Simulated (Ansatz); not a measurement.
Born–Oppenheimer molecular dynamics of a periodic cell of 36 atoms, Tl (start crystal Tl, start structure hcp, volume 1.1 times the crystal's). It starts from a structure without forces on its atoms.

All numbers below come from DFT PBE, scalar-relativistic, plane waves, PAW (Ansatz). Settings: accuracy low, cutoff 420 eV, k mesh 1x1x1, fermi-dirac smearing 0.1 eV, no spin polarisation.

| Quantity | Value |
| --- | --- |
| ensemble | NVT, Langevin thermostat |
| time step | 3 fs |
| steps asked | 250 |
| set temperature | 900 K |
| friction | 0.02 /fs |
| seed | 8821 |

Frames 15 fs apart, positions in Å, forces in eV/Å.

Velocities at 0.0 fs (Å/ps):

```
Tl -0.41 -2.65 -0.20
Tl 1.23 0.01 0.21
Tl -0.08 0.42 -0.91
Tl -1.98 0.28 -2.89
Tl 1.19 -2.43 3.39
Tl -0.27 1.18 -1.80
Tl -0.63 -0.03 -0.41
Tl 1.99 -1.17 0.65
Tl -0.11 -1.69 6.26
Tl 1.81 2.25 -1.12
Tl 2.98 -2.51 -0.62
Tl -0.77 -0.57 1.28
Tl -0.70 -0.96 -2.07
Tl 1.96 3.57 5.96
Tl 1.48 1.58 -3.63
Tl 1.12 0.71 -1.05
Tl -3.04 -3.93 -0.22
Tl -2.32 -0.52 -0.41
Tl 0.62 -0.03 0.45
Tl 2.19 -3.55 0.56
Tl -1.36 -1.16 -0.50
Tl -2.60 -0.87 -0.51
Tl -3.70 1.74 -1.81
Tl -0.99 2.67 -1.26
Tl -0.52 1.64 1.65
Tl -0.02 -0.07 0.05
Tl 0.62 -1.58 -0.48
Tl -0.05 4.01 0.42
Tl -0.01 0.46 2.30
Tl 1.83 -0.56 -2.52
Tl -0.71 1.11 2.35
Tl -0.62 1.86 -1.04
Tl 1.18 0.54 -1.62
Tl -0.09 -2.22 -1.63
Tl 3.41 -0.48 1.40
Tl -2.64 2.96 -0.20
```

```xyz
36
Lattice="10.7151 0.0000 0.0000 -5.3575 9.2795 0.0000 0.0000 0.0000 11.4223" Properties=species:S:1:pos:R:3:forces:R:3 time_fs=0.0 energy_less_start_eV=0.000 T=875
Tl 0.000 0.000 0.000 0.00 0.00 0.00
Tl 0.000 2.062 2.856 0.00 0.00 0.00
Tl 0.000 0.000 5.711 0.00 0.00 0.00
Tl 0.000 2.062 8.567 0.00 0.00 0.00
Tl -1.786 3.093 0.000 0.00 0.00 0.00
Tl -1.786 5.155 2.856 0.00 0.00 0.00
Tl -1.786 3.093 5.711 0.00 0.00 0.00
Tl -1.786 5.155 8.567 0.00 0.00 0.00
Tl -3.572 6.186 0.000 0.00 0.00 0.00
Tl -3.572 8.248 2.856 0.00 0.00 0.00
Tl -3.572 6.186 5.711 0.00 0.00 0.00
Tl -3.572 8.248 8.567 0.00 0.00 0.00
Tl 3.572 0.000 0.000 0.00 0.00 0.00
Tl 3.572 2.062 2.856 0.00 0.00 0.00
Tl 3.572 0.000 5.711 0.00 0.00 0.00
Tl 3.572 2.062 8.567 0.00 0.00 0.00
Tl 1.786 3.093 0.000 0.00 0.00 0.00
Tl 1.786 5.155 2.856 0.00 0.00 0.00
Tl 1.786 3.093 5.711 0.00 0.00 0.00
Tl 1.786 5.155 8.567 0.00 0.00 0.00
Tl 0.000 6.186 0.000 0.00 0.00 0.00
Tl 0.000 8.248 2.856 0.00 0.00 0.00
Tl 0.000 6.186 5.711 0.00 0.00 0.00
Tl 0.000 8.248 8.567 0.00 0.00 0.00
Tl 7.143 0.000 0.000 0.00 0.00 0.00
Tl 7.143 2.062 2.856 0.00 0.00 0.00
Tl 7.143 0.000 5.711 0.00 0.00 0.00
Tl 7.143 2.062 8.567 0.00 0.00 0.00
Tl 5.357 3.093 0.000 0.00 0.00 0.00
Tl 5.357 5.155 2.856 0.00 0.00 0.00
Tl 5.357 3.093 5.711 0.00 0.00 0.00
Tl 5.357 5.155 8.567 0.00 0.00 0.00
Tl 3.572 6.186 0.000 0.00 0.00 0.00
Tl 3.572 8.248 2.856 0.00 0.00 0.00
Tl 3.572 6.186 5.711 0.00 0.00 0.00
Tl 3.572 8.248 8.567 0.00 0.00 0.00
36
Lattice="10.7151 0.0000 0.0000 -5.3575 9.2795 0.0000 0.0000 0.0000 11.4223" Properties=species:S:1:pos:R:3:forces:R:3 time_fs=15.0 energy_less_start_eV=-0.043 T=1065
Tl -0.017 -0.036 -0.009 0.00 -0.04 -0.09
Tl 0.005 2.071 2.869 0.02 0.00 0.02
Tl -0.023 0.019 5.718 0.04 0.04 0.06
Tl -0.033 2.059 8.539 -0.01 -0.01 -0.04
Tl -1.755 3.063 0.070 0.03 -0.05 0.02
Tl -1.778 5.187 2.836 0.00 0.01 0.01
Tl -1.790 3.103 5.728 -0.05 -0.03 -0.02
Tl -1.758 5.169 8.560 0.06 0.02 0.00
Tl -3.564 6.157 0.077 -0.01 -0.01 0.13
Tl -3.541 8.271 2.832 0.06 0.03 -0.02
Tl -3.555 6.181 5.700 -0.01 0.06 -0.07
Tl -3.607 8.248 8.578 -0.07 -0.02 0.07
Tl 3.552 -0.015 -0.022 -0.02 -0.03 -0.06
Tl 3.599 2.133 2.927 0.00 0.07 0.12
Tl 3.594 0.024 5.676 -0.01 -0.01 -0.02
Tl 3.598 2.054 8.560 0.01 -0.03 -0.06
Tl 1.758 3.059 0.022 -0.04 -0.01 0.05
Tl 1.754 5.159 2.856 -0.05 0.02 0.01
Tl 1.812 3.092 5.713 0.02 0.08 -0.01
Tl 1.821 5.106 8.577 0.06 -0.10 0.04
Tl -0.047 6.147 0.002 -0.01 -0.05 -0.03
Tl -0.043 8.245 2.833 -0.03 -0.03 -0.03
Tl -0.058 6.222 5.683 0.02 0.05 -0.01
Tl -0.012 8.291 8.557 0.03 0.03 -0.01
Tl 7.129 0.024 0.034 -0.03 0.02 0.07
Tl 7.161 2.078 2.860 0.03 -0.01 0.01
Tl 7.160 -0.015 5.694 0.01 0.00 -0.06
Tl 7.146 2.104 8.583 -0.02 0.03 0.04
Tl 5.362 3.073 0.020 0.01 -0.01 -0.08
Tl 5.382 5.166 2.825 0.03 0.00 -0.03
Tl 5.358 3.086 5.739 0.06 -0.01 0.07
Tl 5.330 5.191 8.568 -0.04 0.04 0.00
Tl 3.597 6.195 -0.033 0.00 0.03 -0.09
Tl 3.583 8.217 2.829 0.00 -0.10 0.00
Tl 3.614 6.192 5.709 -0.01 -0.04 0.02
Tl 3.540 8.306 8.560 -0.07 0.07 0.00
36
Lattice="10.7151 0.0000 0.0000 -5.3575 9.2795 0.0000 0.0000 0.0000 11.4223" Properties=species:S:1:pos:R:3:forces:R:3 time_fs=30.0 energy_less_start_eV=-0.168 T=941
Tl -0.029 -0.052 -0.033 0.04 -0.05 -0.17
Tl -0.005 2.095 2.888 0.04 0.04 0.05
Tl -0.071 0.034 5.731 0.02 0.07 0.12
Tl -0.069 2.067 8.525 -0.03 0.02 -0.10
Tl -1.699 3.019 0.142 0.06 -0.13 0.06
Tl -1.751 5.223 2.822 0.02 0.00 0.02
Tl -1.780 3.126 5.778 -0.07 0.00 0.02
Tl -1.732 5.197 8.561 0.12 0.05 0.02
Tl -3.516 6.135 0.123 0.01 0.03 0.23
Tl -3.534 8.280 2.805 0.11 0.05 -0.03
Tl -3.583 6.180 5.678 -0.07 0.09 -0.13
Tl -3.674 8.238 8.587 -0.16 -0.05 0.12
Tl 3.551 -0.046 -0.032 -0.03 -0.10 -0.09
Tl 3.629 2.197 2.976 0.01 0.09 0.12
Tl 3.610 0.047 5.644 -0.02 -0.01 -0.03
Tl 3.624 2.067 8.599 0.05 -0.03 -0.03
Tl 1.749 3.037 0.037 -0.07 0.02 0.11
Tl 1.741 5.186 2.887 -0.07 0.05 0.07
Tl 1.830 3.082 5.701 0.02 0.11 -0.05
Tl 1.886 5.052 8.595 0.14 -0.22 0.09
Tl -0.100 6.100 -0.004 -0.03 -0.11 -0.07
Tl -0.067 8.229 2.805 -0.03 -0.03 -0.06
Tl -0.101 6.271 5.637 0.00 0.11 -0.04
Tl -0.048 8.327 8.541 -0.01 0.06 -0.05
Tl 7.134 0.038 0.072 -0.06 0.07 0.17
Tl 7.191 2.093 2.861 0.06 -0.03 0.03
Tl 7.189 -0.006 5.668 0.03 0.02 -0.14
Tl 7.130 2.135 8.577 -0.07 0.02 0.03
Tl 5.321 3.056 0.015 -0.02 -0.02 -0.19
Tl 5.399 5.174 2.799 0.04 -0.01 -0.04
Tl 5.367 3.049 5.754 0.14 -0.07 0.15
Tl 5.308 5.231 8.535 -0.05 0.08 -0.10
Tl 3.646 6.204 -0.074 0.05 0.02 -0.16
Tl 3.607 8.203 2.815 0.00 -0.16 -0.02
Tl 3.635 6.192 5.707 -0.04 -0.08 0.07
Tl 3.515 8.340 8.553 -0.14 0.12 0.01
36
Lattice="10.7151 0.0000 0.0000 -5.3575 9.2795 0.0000 0.0000 0.0000 11.4223" Properties=species:S:1:pos:R:3:forces:R:3 time_fs=45.0 energy_less_start_eV=-0.325 T=986
Tl -0.043 -0.046 -0.040 0.06 -0.03 -0.20
Tl 0.003 2.118 2.906 0.06 0.02 0.06
Tl -0.109 0.070 5.742 -0.01 0.10 0.15
Tl -0.089 2.109 8.540 -0.06 0.08 -0.12
Tl -1.639 3.006 0.194 0.08 -0.18 0.10
Tl -1.718 5.254 2.809 0.04 -0.01 0.01
Tl -1.770 3.151 5.825 -0.07 0.04 0.02
Tl -1.689 5.226 8.595 0.19 0.07 0.06
Tl -3.483 6.133 0.137 -0.01 0.10 0.24
Tl -3.514 8.279 2.785 0.13 0.06 0.00
Tl -3.634 6.169 5.654 -0.13 0.10 -0.16
Tl -3.742 8.229 8.605 -0.24 -0.08 0.19
Tl 3.530 -0.046 -0.022 -0.08 -0.16 -0.07
Tl 3.641 2.254 2.998 0.00 0.12 0.07
Tl 3.645 0.059 5.594 0.00 -0.02 -0.12
Tl 3.659 2.096 8.657 0.11 -0.04 0.02
Tl 1.734 3.015 0.069 -0.08 0.05 0.13
Tl 1.746 5.192 2.920 -0.06 0.02 0.18
Tl 1.828 3.064 5.723 0.04 0.12 -0.03
Tl 1.953 5.036 8.612 0.23 -0.27 0.13
Tl -0.133 6.072 0.000 -0.01 -0.13 -0.12
Tl -0.074 8.214 2.766 0.00 -0.04 -0.11
Tl -0.143 6.326 5.614 -0.05 0.12 -0.05
Tl -0.059 8.348 8.520 -0.06 0.09 -0.10
Tl 7.153 0.035 0.098 -0.07 0.13 0.20
Tl 7.206 2.120 2.870 0.05 -0.05 0.08
Tl 7.218 0.011 5.665 0.07 0.06 -0.13
Tl 7.117 2.165 8.557 -0.10 -0.01 -0.04
Tl 5.281 3.014 -0.008 -0.05 -0.06 -0.23
Tl 5.399 5.196 2.774 0.01 0.01 -0.05
Tl 5.368 2.991 5.743 0.20 -0.12 0.21
Tl 5.306 5.248 8.481 -0.06 0.09 -0.20
Tl 3.702 6.217 -0.071 0.10 -0.01 -0.14
Tl 3.620 8.183 2.798 0.00 -0.18 -0.03
Tl 3.655 6.198 5.672 -0.07 -0.10 0.02
Tl 3.486 8.342 8.546 -0.21 0.14 0.03
36
Lattice="10.7151 0.0000 0.0000 -5.3575 9.2795 0.0000 0.0000 0.0000 11.4223" Properties=species:S:1:pos:R:3:forces:R:3 time_fs=60.0 energy_less_start_eV=-0.504 T=970
Tl -0.039 -0.057 -0.018 0.10 -0.01 -0.17
Tl -0.010 2.124 2.919 0.07 -0.01 0.05
Tl -0.130 0.115 5.720 -0.03 0.14 0.11
Tl -0.089 2.156 8.561 -0.06 0.13 -0.08
Tl -1.588 3.003 0.235 0.10 -0.23 0.09
Tl -1.696 5.264 2.788 0.06 -0.02 0.01
Tl -1.754 3.174 5.879 -0.04 0.07 0.02
Tl -1.643 5.238 8.650 0.26 0.09 0.12
Tl -3.462 6.114 0.168 -0.04 0.17 0.24
Tl -3.504 8.283 2.797 0.12 0.04 0.05
Tl -3.683 6.173 5.645 -0.17 0.13 -0.16
Tl -3.784 8.231 8.612 -0.30 -0.10 0.21
Tl 3.504 -0.036 -0.041 -0.15 -0.23 -0.07
Tl 3.648 2.274 3.005 0.00 0.16 0.01
Tl 3.698 0.075 5.535 -0.01 -0.05 -0.20
Tl 3.681 2.099 8.713 0.13 -0.05 0.05
Tl 1.727 2.982 0.082 -0.09 0.08 0.12
Tl 1.754 5.189 2.945 -0.07 -0.03 0.28
Tl 1.823 3.061 5.765 0.06 0.14 0.01
Tl 2.005 5.021 8.620 0.27 -0.30 0.10
Tl -0.144 6.069 0.004 0.05 -0.09 -0.15
Tl -0.064 8.168 2.730 0.06 -0.07 -0.17
Tl -0.181 6.362 5.611 -0.11 0.10 -0.03
Tl -0.078 8.355 8.507 -0.08 0.08 -0.14
Tl 7.173 0.026 0.108 -0.10 0.18 0.22
Tl 7.230 2.159 2.883 0.06 -0.05 0.16
Tl 7.259 -0.008 5.659 0.11 0.05 -0.10
Tl 7.084 2.195 8.517 -0.12 -0.06 -0.18
Tl 5.241 2.978 -0.020 -0.05 -0.09 -0.17
Tl 5.394 5.215 2.742 0.01 0.02 -0.08
Tl 5.358 2.906 5.751 0.24 -0.13 0.25
Tl 5.293 5.243 8.442 -0.05 0.10 -0.24
Tl 3.755 6.236 -0.068 0.13 -0.04 -0.14
Tl 3.624 8.147 2.788 -0.01 -0.16 -0.07
Tl 3.694 6.193 5.619 -0.07 -0.14 -0.06
Tl 3.449 8.341 8.564 -0.27 0.19 0.09
36
Lattice="10.7151 0.0000 0.0000 -5.3575 9.2795 0.0000 0.0000 0.0000 11.4223" Properties=species:S:1:pos:R:3:forces:R:3 time_fs=75.0 energy_less_start_eV=-0.687 T=1071
Tl -0.031 -0.059 0.009 0.13 0.06 -0.17
Tl -0.001 2.114 2.941 0.13 -0.05 0.01
Tl -0.148 0.164 5.694 -0.03 0.18 0.06
Tl -0.085 2.224 8.592 -0.03 0.15 -0.01
Tl -1.564 2.994 0.273 0.13 -0.29 0.07
Tl -1.683 5.252 2.765 0.08 -0.04 0.04
Tl -1.736 3.211 5.928 -0.02 0.12 0.01
Tl -1.595 5.223 8.704 0.30 0.13 0.16
Tl -3.450 6.096 0.202 -0.07 0.24 0.23
Tl -3.502 8.278 2.808 0.10 0.03 0.09
Tl -3.717 6.183 5.649 -0.17 0.16 -0.16
Tl -3.802 8.218 8.611 -0.35 -0.14 0.20
Tl 3.492 -0.050 -0.061 -0.18 -0.36 -0.09
Tl 3.647 2.277 3.015 -0.01 0.20 -0.04
Tl 3.744 0.089 5.505 -0.04 -0.08 -0.22
Tl 3.705 2.110 8.771 0.06 -0.05 -0.02
Tl 1.762 2.974 0.126 -0.10 0.11 0.18
Tl 1.752 5.199 2.980 -0.08 -0.08 0.37
Tl 1.816 3.037 5.806 0.07 0.14 0.00
Tl 2.036 5.006 8.604 0.26 -0.33 0.03
Tl -0.160 6.060 0.016 0.10 -0.04 -0.18
Tl -0.050 8.129 2.688 0.11 -0.08 -0.23
Tl -0.212 6.396 5.617 -0.15 0.08 0.00
Tl -0.114 8.357 8.511 -0.09 0.08 -0.11
Tl 7.196 0.017 0.126 -0.14 0.21 0.28
Tl 7.257 2.217 2.883 0.05 -0.01 0.23
Tl 7.313 -0.054 5.633 0.09 -0.01 -0.11
Tl 7.051 2.205 8.468 -0.13 -0.13 -0.31
Tl 5.192 2.960 -0.064 -0.03 -0.07 -0.06
Tl 5.383 5.228 2.733 0.02 0.00 -0.07
Tl 5.369 2.839 5.758 0.29 -0.08 0.26
Tl 5.263 5.225 8.404 -0.05 0.12 -0.23
Tl 3.822 6.260 -0.058 0.15 -0.08 -0.19
Tl 3.642 8.106 2.763 -0.02 -0.12 -0.10
Tl 3.737 6.194 5.574 -0.10 -0.19 -0.09
Tl 3.450 8.325 8.558 -0.26 0.21 0.14
```

Of the whole run (750 fs, mean temperature of the second half 919 K): A run of 0.75 ps of so small a system gives no equilibrium averages. Limits of this set-up: coarse k mesh, low accuracy level.

Time of the run: 26 min on 4 threads of Arm Neoverse V1, with other jobs on the host, peak memory 1.3 GiB.
